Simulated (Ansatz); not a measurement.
A nudged elastic band was laid between two geometries of a periodic cell of 17 atoms, CuSi$_{16}$ (host Si, host structure diamond, interstitial Cu), cell charge +1.

These are results of DFT PBEsol, scalar-relativistic, plane waves, PAW (Ansatz 0.2.0), not measurements. Settings: PAW set soft_1, cutoff 420 eV, k mesh 2x2x2, fermi-dirac smearing 0.05 eV, no spin polarisation.

| Quantity | Value |
| --- | --- |
| movable images | 4 |
| climbing image | from the first iteration |
| spring | 5.0 eV/Å² |
| optimiser | quadratic models (default) |
| start path | default |
| force threshold | 0.05 eV/Å |
| iteration limit | 33 |
| end points | relaxed |

Initial state:

```xyz
17
Lattice="0.0000 5.4300 5.4300 5.4300 0.0000 5.4300 5.4300 5.4300 0.0000" Properties=species:S:1:pos:R:3
Si -0.081 -0.079 0.062
Si 1.293 1.295 1.375
Si 2.559 2.561 -0.158
Si 3.907 3.907 1.193
Si 2.713 0.026 2.737
Si 4.025 1.391 4.104
Si 5.352 2.779 2.635
Si 6.724 4.094 4.008
Si 0.023 2.716 2.736
Si 1.389 4.027 4.103
Si 2.778 5.352 2.634
Si 4.092 6.726 4.007
Si 2.798 2.801 5.511
Si 4.141 4.144 6.854
Si 5.454 5.456 5.427
Si 6.821 6.822 6.739
Cu 6.433 6.434 9.148
```

Final state:

```xyz
17
Lattice="0.0000 5.4300 5.4300 5.4300 0.0000 5.4300 5.4300 5.4300 0.0000" Properties=species:S:1:pos:R:3
Si 0.153 0.158 -0.152
Si 1.418 1.422 1.381
Si 2.790 2.795 0.066
Si 4.236 4.235 1.195
Si 2.687 0.002 2.744
Si 4.051 1.422 4.013
Si 5.364 2.796 2.641
Si 6.750 4.121 4.110
Si -0.002 2.692 2.744
Si 1.419 4.056 4.013
Si 2.793 5.366 2.638
Si 4.116 6.754 4.108
Si 2.687 2.692 5.433
Si 3.999 4.002 6.863
Si 5.342 5.348 5.520
Si 6.753 6.754 6.745
Cu 7.141 7.143 9.149
```

Q: What changes between the two ends?

A: The atom that moves furthest is Cu17, by 1.00 Å.

Q: What energy profile does the band end with?

A: It converged. The highest image is number 2 of 0 to 5, 0.038 eV above the ends, which have the same energy within 2 meV. The order of the stationary point at the top wasn't checked. Limits of this set-up: coarse k mesh, PAW files made for another functional, charged cell in a uniform background, uncorrected.

```tsv
image	path coordinate (Å)	energy (eV)
0	0.00	0.000
1	0.32	0.018
2	0.63	0.038
3	0.85	0.028
4	1.06	0.009
5	1.28	0.000
```

Q: What is the geometry of the highest image?

A: 
```xyz
17
Lattice="0.0000 5.4300 5.4300 5.4300 0.0000 5.4300 5.4300 5.4300 0.0000" Properties=species:S:1:pos:R:3
Si 0.047 0.050 -0.036
Si 1.347 1.351 1.424
Si 2.645 2.649 -0.039
Si 4.063 4.062 1.145
Si 2.711 -0.010 2.759
Si 4.053 1.413 4.047
Si 5.339 2.790 2.618
Si 6.717 4.078 4.046
Si -0.015 2.715 2.759
Si 1.410 4.057 4.045
Si 2.790 5.340 2.615
Si 4.073 6.720 4.044
Si 2.732 2.737 5.465
Si 4.064 4.068 6.840
Si 5.394 5.398 5.465
Si 6.780 6.781 6.737
Cu 6.778 6.776 9.218
```

Time of the run: 2.9 min on 1 thread of Arm Neoverse V2, on a shared host, peak memory 0.81 GiB.
